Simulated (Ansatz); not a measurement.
# CH7FOSi2: the cost of one run

Program: Ansatz 0.2.0, Gaussian basis. Level of theory: functionals in def2-TZVPP, the program's frozen cores in correlated methods. These are calculated values, not measurements.

Levels to be run: PBE-D4, r2SCAN-D4, PBE0-D4, B3LYP-D4, ωB97X-V, ωB97M-V, B2PLYP; CCSD(T)/def2-TZVPP; MP2/def2-QZVPP; extrapolation to the limit.

## (1) The relaxed structure

The geometry comes from an earlier relaxation with PBE0-D4 in a triple-zeta def2 set; it is a stationary point, not always the lowest conformer.

12 atoms, charge 0, spin multiplicity 1.

Atoms are counted from 1 here; the program's logs count them from 0.

Bond lengths: F1–Si2 1.597 Å, Si2–O3 1.626 Å, Si2–H6 1.474 Å, Si2–H7 1.483 Å, O3–C4 1.425 Å, C4–Si5 1.891 Å, C4–H8 1.096 Å, C4–H9 1.099 Å, Si5–H10 1.485 Å, Si5–H11 1.484 Å, Si5–H12 1.488 Å. Angles: F1–Si2–O3 110.9°, F1–Si2–H6 108.4°, F1–Si2–H7 106.1°, O3–Si2–H6 106.8°, O3–Si2–H7 110.5°, H6–Si2–H7 114.3°, Si2–O3–C4 124.1°, O3–C4–Si5 109.0°, O3–C4–H8 110.1°, O3–C4–H9 110.9°, Si5–C4–H8 110.1°, Si5–C4–H9 109.8°, H8–C4–H9 106.9°, C4–Si5–H10 109.7°, C4–Si5–H11 109.9°, C4–Si5–H12 108.5°, H10–Si5–H11 109.6°, H10–Si5–H12 109.5° and more.

## (2) PBE-D4 (GGA)

in.yaml

```yaml
crystal:
  periodic: [false, false, false]
  atoms:
    - {symbol: F, position_ang: [-1.935097, -0.901602, 2.232889]}
    - {symbol: Si, position_ang: [-1.310825, 0.461953, 1.684760]}
    - {symbol: O, position_ang: [0.006466, 0.172164, 0.776071]}
    - {symbol: C, position_ang: [-0.028117, -0.451970, -0.504444]}
    - {symbol: Si, position_ang: [1.591079, -0.089221, -1.410343]}
    - {symbol: H, position_ang: [-0.863976, 1.265503, 2.837484]}
    - {symbol: H, position_ang: [-2.372475, 1.100980, 0.870175]}
    - {symbol: H, position_ang: [-0.163499, -1.534117, -0.392236]}
    - {symbol: H, position_ang: [-0.876968, -0.084337, -1.097201]}
    - {symbol: H, position_ang: [1.744589, 1.376253, -1.595978]}
    - {symbol: H, position_ang: [2.737534, -0.614517, -0.627224]}
    - {symbol: H, position_ang: [1.548289, -0.756088, -2.739854]}
basis:
  gaussian: {orbitals: def2-TZVPP}
hamiltonian: {xc: pbe, dispersion: d4}
output: {forces: true, orbitals: {seedname: orbitals}}
```

Command:

```sh
> ansatz run in.yaml --threads 4 --pin off --events-out ev --progress --plain --max-ram 10444MiB
```

**Question.** How long does this run take on 4 threads of Arm Neoverse V1, shared host, and how much memory does it need?

About 3 s, with a peak of 0.39 GiB.
